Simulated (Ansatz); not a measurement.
# Ti: the cost of one run

Computed with Ansatz 0.2.0 (DFT PBEsol, scalar-relativistic, plane waves, PAW, unless a step's input says otherwise).

### Step 1. The system as given

Symmetry: P6_3/mmc, No. 194, hexagonal system. The conventional cell has a = 3.646 Å, b = 3.646 Å, c = 6.016 Å, α = 90.00°, β = 90.00°, γ = 120.00°. Ti (site symmetry 3m) is surrounded by 4 Ti at 2.24 to 2.26 Å.

Structure file:

```xyz
4
Lattice="3.6460 0.0000 0.0000 -1.8230 3.1576 0.0000 0.0000 0.0000 6.0160" Properties=species:S:1:pos:R:3 pbc="T T T"
Ti    0.0000    2.1050    2.6320
Ti    1.8230    1.0525    5.6400
Ti    1.8230    1.0525    3.3840
Ti    0.0000    2.1050    0.3760
```

This is candidate A: lonsdaleite type (P6_3/mmc, No. 194).

(A quick probe on a coarse mesh, which set the mesh and smearing, is not shown.)

### Step 3. Coarse relaxation (candidate A)

Contents of input.yaml:

```yaml
crystal:
  lattice:
    - [3.646033233, 0.0, 0.0]
    - [-1.8230166165, 3.1575574029, 0.0]
    - [0.0, 0.0, 6.0159548345]
  atoms:
    - { symbol: Ti, position: [0.3333333333, 0.6666666667, 0.4375] }
    - { symbol: Ti, position: [0.6666666667, 0.3333333333, 0.9375] }
    - { symbol: Ti, position: [0.6666666667, 0.3333333333, 0.5625] }
    - { symbol: Ti, position: [0.3333333333, 0.6666666667, 0.0625] }
basis:
  ecutwfc: 420
kpoints:
  mp_grid: { grid: [6, 6, 4] }
hamiltonian:
  xc: pbesol
scf:
  occupations: { method: gaussian, width: 0.1 }
  lower_state_search: "off"
output:
  forces: true
  stress: true
  eigenvalues: true
relax:
  adjacent_minimum: "off"
  f_tol: 0.04
  max_steps: 70
  cell: { stress_tol: 0.4 }
```

What time and memory should one allow on 1 thread of an Arm CPU, shared host?

About 46 s, with a peak of 0.36 GiB.
